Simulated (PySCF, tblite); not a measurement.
**CH₂BeF₂O, a complex of two parts: NMR shifts, interaction energy, infrared bands, spin-spin couplings and core binding energies**

An exercise on one series of results from a longer session: the logs are not shown, and one member is left open.

Programs: tblite 0.8.0 and PySCF 2.14.0. All values are calculated, for the isolated system unless a continuum is named. Atoms count from 0, parts from 1.

## The system as given

7 atoms, charge 0, multiplicity 1; geometry: rigid parts in contact. Parts: 1 = atoms 0–2, `[F][Be][F]`, charge 0; 2 = atoms 3–6, `C=O`, charge 0.

Set-up of the first run:

The job: settings as JSON, then the geometry in Å.

```
{"job": {"kind": "dock", "xc": "GFN2-xTB", "basis": "xTB"}, "charge": 0, "multiplicity": 1, "parts": [{"atoms": "0-2", "charge": 0, "multiplicity": 1}, {"atoms": "3-6", "charge": 0, "multiplicity": 1}]}
F     -0.646535    -0.044919     1.206391
Be     0.000043    -0.000531    -0.000061
F      0.646492     0.045450    -1.206330
C      2.215207    -1.863414     0.628364
O      1.824827    -0.774713     0.917271
H      2.675242    -2.547334     1.361411
H      2.146597    -2.271028    -0.394293
```

Level: GFN2-xTB search for minima from random contacts, gas phase.

Command:

```console
OMP_NUM_THREADS=1 python cluster_run.py task.json out
```

The driver reads the jobs from task.json and runs them one after another.

Among the steps run: Docking the parts with GFN2-xTB; Geometry optimisation at PBE0-D3(BJ)/def2-TZVPD; Nuclear shieldings: PBE0/pcSseg-2; Coupled-cluster interaction energy: CCSD(T) and MP2.

One of the session's tables, all rows but one given; the rest of the session is left out.

It belongs to the step «Coupled-cluster interaction energy: CCSD(T) and MP2». 

```
                 method  interaction energy (kcal/mol)
         HF/aug-cc-pVDZ                         -30.00
        MP2/aug-cc-pVDZ                         -24.74
       CCSD/aug-cc-pVDZ                              ?
    CCSD(T)/aug-cc-pVDZ                         -25.74
         HF/aug-cc-pVQZ                         -31.29
        MP2/aug-cc-pVQZ                         -27.91
    SCS-MP2/aug-cc-pVQZ                         -27.40
      MP2, extrapolated                         -28.33
CCSD(T), limit estimate                         -29.34
```

**Question.** Estimate the row for CCSD/aug-cc-pVDZ.

The run gave: interaction energy (kcal/mol): -26.16. In the column «interaction energy (kcal/mol)» it lies between SCS-MP2/aug-cc-pVQZ (-27.40) and CCSD(T)/aug-cc-pVDZ (-25.74).

Limits of these values: The interaction energy leaves out the deformation of the parts, 9.54 kcal/mol at MP2. So large a deformation means that a part is far from its own minimum, so a sum across the two methods would be rough.
